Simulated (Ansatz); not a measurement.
# Ge2H10Si2: the cost of one run

Program: Ansatz 0.2.0, Gaussian basis. Level of theory: RKS PBE0-D4/def2-TZVP. These are calculated values, not measurements.

Plan: a single point at PBE0-D4/def2-TZVP.

2 further runs of the same task are left out: 2 set aside as unsound or not needed. Runs told in other sessions of the task aren't counted.

### 1 The relaxed structure

The singlet was relaxed beforehand with PBE-D4/def2-SVP.

14 atoms, charge 0, spin multiplicity 1.

Atoms are counted from 1 here; the program's logs count them from 0.

Bond lengths: Ge1–Si3 2.395 Å, Ge1–H5 1.552 Å, Ge1–H6 1.553 Å, Ge1–H7 1.552 Å, Ge2–Si4 2.395 Å, Ge2–H12 1.552 Å, Ge2–H13 1.552 Å, Ge2–H14 1.553 Å, Si3–Si4 2.350 Å, Si3–H8 1.508 Å, Si3–H9 1.507 Å, Si4–H10 1.508 Å, Si4–H11 1.508 Å. Angles: Si3–Ge1–H5 109.9°, Si3–Ge1–H6 110.0°, Si3–Ge1–H7 111.7°, H5–Ge1–H6 108.2°, H5–Ge1–H7 108.5°, H6–Ge1–H7 108.5°, Si4–Ge2–H12 110.0°, Si4–Ge2–H13 111.7°, Si4–Ge2–H14 109.7°, H12–Ge2–H13 108.6°, H12–Ge2–H14 108.2°, H13–Ge2–H14 108.6°, Ge1–Si3–Si4 108.7°, Ge1–Si3–H8 109.7°, Ge1–Si3–H9 109.4°, Si4–Si3–H8 111.5°, Si4–Si3–H9 109.2°, H8–Si3–H9 108.3° and more.

As a file:

| atom | x (Å) | y (Å) | z (Å) |
| --- | --- | --- | --- |
| Ge1 | 0.6654 | 2.2929 | 0.4146 |
| Ge2 | 0.1799 | -1.7454 | -1.6716 |
| Si3 | -1.0019 | 0.7014 | 1.0663 |
| Si4 | -0.1715 | -1.4631 | 0.6811 |
| H5 | 1.9747 | 2.0421 | 1.2093 |
| H6 | 0.9810 | 2.1410 | -1.0980 |
| H7 | 0.2008 | 3.7500 | 0.6770 |
| H8 | -1.3598 | 0.9056 | 2.5165 |
| H9 | -2.2444 | 0.9114 | 0.2390 |
| H10 | -1.1243 | -2.5184 | 1.1832 |
| H11 | 1.1407 | -1.6281 | 1.4052 |
| H12 | 1.1795 | -0.6775 | -2.1911 |
| H13 | 0.7434 | -3.1524 | -2.0038 |
| H14 | -1.1634 | -1.5595 | -2.4277 |

Bonds by kind at the end (by distance):

| bond | count | shortest (Å) | longest (Å) |
| --- | --- | --- | --- |
| Ge–Si | 2 | 2.395 | 2.395 |
| Si–Si | 1 | 2.350 | 2.350 |
| Ge–H | 6 | 1.552 | 1.553 |
| H–Si | 4 | 1.507 | 1.508 |

### 2 Single point, PBE0-D4/def2-TZVP

start.molden holds the orbitals of an earlier run on this state, given as this run's starting guess.

File in.yaml:

```yaml
crystal:
  periodic: [false, false, false]
  atoms:
    - {symbol: Ge, position_ang: [0.665369, 2.292856, 0.414618]}
    - {symbol: Ge, position_ang: [0.179873, -1.745382, -1.671582]}
    - {symbol: Si, position_ang: [-1.001945, 0.701404, 1.066279]}
    - {symbol: Si, position_ang: [-0.171489, -1.463096, 0.681050]}
    - {symbol: H, position_ang: [1.974682, 2.042125, 1.209333]}
    - {symbol: H, position_ang: [0.981013, 2.141026, -1.098017]}
    - {symbol: H, position_ang: [0.200763, 3.749966, 0.677018]}
    - {symbol: H, position_ang: [-1.359815, 0.905578, 2.516507]}
    - {symbol: H, position_ang: [-2.244397, 0.911399, 0.238976]}
    - {symbol: H, position_ang: [-1.124345, -2.518384, 1.183197]}
    - {symbol: H, position_ang: [1.140719, -1.628064, 1.405208]}
    - {symbol: H, position_ang: [1.179536, -0.677501, -2.191098]}
    - {symbol: H, position_ang: [0.743373, -3.152398, -2.003797]}
    - {symbol: H, position_ang: [-1.163356, -1.559529, -2.427692]}
basis:
  gaussian: {orbitals: def2-TZVP, initial_orbitals: start.molden}
hamiltonian: {xc: pbe0, dispersion: d4}
scf: {omitted_lower_state_checks: [starts]}
output: {orbitals: {seedname: orbitals}}
```

Run with:

```sh
$ ansatz run in.yaml --threads 4 --pin off --events-out ev --progress --plain --max-ram 4787MiB
```

**Question.** How long does this run take on 4 threads of Intel Xeon at 2.60GHz, shared host, and how much memory does it need?

About 4.6 s, with a peak of 0.95 GiB.
